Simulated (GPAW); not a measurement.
Crystal: Mg3TiO4.

```
CELL_PARAMETERS angstrom
4.31366 0.00000 0.00000
0.00000 4.31366 0.00000
0.00000 0.00000 4.31366
ATOMIC_POSITIONS crystal
Ti 0.00000 0.00000 0.00000
Mg 0.50000 0.50000 0.00000
Mg 0.50000 0.00000 0.50000
Mg 0.00000 0.50000 0.50000
O 0.00000 0.50000 0.00000
O 0.00000 0.00000 0.50000
O 0.50000 0.50000 0.50000
O 0.50000 0.00000 0.00000
```

The cell comes from a database or a generator and needn't be the stable form of this composition.

Base run:

| Quantity | Value |
| --- | --- |
| Program | GPAW 26.7.0 |
| Functional | PBEsol |
| Potentials or basis | PAW data sets generated in the run's folder for this functional |
| Cutoff | 800 eV |
| Basis | pw |
| k mesh | 5 × 5 × 5 |
| Occupations | fermi-dirac, width 0.05 eV |
| Spin | no spin polarisation |

Its results: pressure -7.5 GPa.

**Question.** The run is repeated on the same cell with these changes: functional from PBEsol to LDA; potentials or basis from PAW data sets generated in the run's folder for this functional to the program's PAW data sets (release 1.2.1) made for this functional. What comes out?

**Answer.** Pressure -13.6 GPa.
